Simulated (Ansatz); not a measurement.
Predict the output of the script below (the Python package of Ansatz (0.2.0)).

The script reads `li3pt.extxyz`:
```text
4
Lattice="0.0 3.00741 3.00741 3.00741 0.0 3.00741 3.00741 3.00741 0.0" Properties=species:S:1:pos:R:3 pbc="T T T"
Li    1.52220057    1.50962960    1.46063889
Li    4.60160797    4.56798512    4.50967144
Li    2.91291718    2.99077902    3.01598112
Pt    2.97826820    2.99095947    0.04667500
```

Script `scf.py`:
```python
# -*- coding: utf-8 -*-
"""Self-consistent field of Li3Pt at the given structure with displaced atoms."""

import warnings

import ansatz as az
import numpy as np


def main():
    warnings.simplefilter("ignore", az.DeckWarning)

    xtal = az.Crystal.from_extxyz("li3pt.extxyz")

    # settings of the run
    job = (
        xtal.calculation()
        .basis(470)
        .kpoints(mesh=(5, 5, 5))
        .scf(tolerance=1e-07)
        .occupations("Marzari-Vanderbilt", width=0.15)
        .pseudopotentials("paw")
        .functional("pbesol")
        .forces()
        .band_table()
        .stress()
    )
    planned = job.session().plan(threads=1)
    facts = planned.describe()
    print("plan:", facts["n_bands"], "bands,", len(facts["kpoints_frac"]), "k-points, plane waves", facts["n_pw_range"], "grid", facts["fft_dense"])
    done = planned.execute()
    report = done.report

    n_atoms = len(report["lattice"]["sites"])
    print("F =", round(report["free_energy_ev"], 4), "eV for", n_atoms, "atoms")
    print("E(sigma -> 0) =", round(report["energy_sigma0_ev"], 4), "eV, TS =", round(report["entropy_ts_ev"], 5), "eV")
    print("closed by", report["closed_by"], "after", report["n_iterations"], "iterations")

    # forces in eV per angstrom
    print("forces (eV/A)")
    for site, force in zip(done.lattice.sites, report["forces_ev_ang"]):
        print(f"  {site.symbol:2s} {force[0]:9.4f} {force[1]:9.4f} {force[2]:9.4f}")

    # the band energy is the weighted sum of filled levels
    eps, occ = np.array(report["eigenvalues_ev"]), np.array(report["occupations"])
    wk = np.tile(report["kweights"], len(eps) // len(report["kweights"]))
    print(f"sum of w f eps = {wk @ (eps * occ).sum(axis=1):.4f} eV, reported band energy {report['components']['e_band']:.4f} eV")

    # the stress is positive in compression
    print("pressure by term (GPa)")
    for term, tensor in report["stress_terms_gpa"].items():
        if np.any(tensor):
            print(f"  {term:28s} {np.trace(np.array(tensor)) / 3:12.3f}")
    print(f"  {'total':28s} {np.trace(np.array(report['stress_gpa'])) / 3:12.3f}")

    print(job.to_python())


if __name__ == "__main__":
    main()
```

```console
$ python scf.py
plan: 18 bands, 63 k-points, plane waves [1243, 1295] grid [32, 32, 32]
F = -12994.1307 eV for 4 atoms
E(sigma -> 0) = -12994.1292 eV, TS = 0.00445 eV
closed by deck_thresholds after 5 iterations
forces (eV/A)
  Li   -0.1565   -0.0368    0.2472
  Li   -0.4419   -0.2260    0.0588
  Li    0.2906    0.0876   -0.0936
  Pt    0.3079    0.1753   -0.2124
sum of w f eps = -594.8640 eV, reported band energy -594.8640 eV
pressure by term (GPa)
  kinetic                          1391.575
  hartree                          1052.691
  ewald                           -2288.530
  local_pseudopotential             113.669
  nonlocal_pseudopotential         -260.555
  augmentation                      246.662
  nlcc                             -100.621
  xc                               -154.655
  augmentation_tail                  -0.009
  scf_correction                     -0.003
  pulay_correction                    0.020
  total                               0.245
(
    az.Lattice.of(((0.0, 3.00741, 3.00741), (3.00741, 0.0, 3.00741), (3.00741, 3.00741, 0.0)))
    .atom("Li", (0.24075000083128006, 0.24492999956773437, 0.2612199999334976))
    .atom("Li", (0.7441699984371936, 0.7553500004987679, 0.7747400005320193))
    .atom("Li", (0.5143699994347296, 0.4884800010640385, 0.48009999966748795))
    .atom("Pt", (0.009869999434729538, 0.00564999950123197, 0.9846600014630529))
    .calculation()
    .basis(cutoff=470.0)
    .kpoints(5, 5, 5)
    .functional("pbesol")
    .pseudopotentials(kind="paw")
    .scf(tolerance=1e-07)
    .occupations(method="cold", width=0.15)
    .forces()
    .stress()
    .band_table(publish=True)
)
```

Reading the output:
- Absolute energies stand on the zero of these potentials, so only differences at equal settings mean something. A total without «per atom» is that of the cell as typed.
- Spin is left out of this run.
- The mesh is modest for a metal, so energies can be off by several to tens of meV an atom and pressures by half a GPa or more; differences at equal mesh fare better.
- Pressure is positive in compression.
- The cell is a database structure, distorted on purpose.
- Gaps and levels are Kohn-Sham values on a finite set of k-points, without spin-orbit coupling.
- The script silences the warnings on its input, which a real study should read.
- It ran for 3 s on 1 thread of Intel(R) Xeon(R) 6975P-C (Granite Rapids), with other jobs on the host, peak memory 0.47 GiB.

(A comment or docstring line of the script was reworded after the run, the code is as it ran; lines on the test bed's own set-up are left out of the output.)
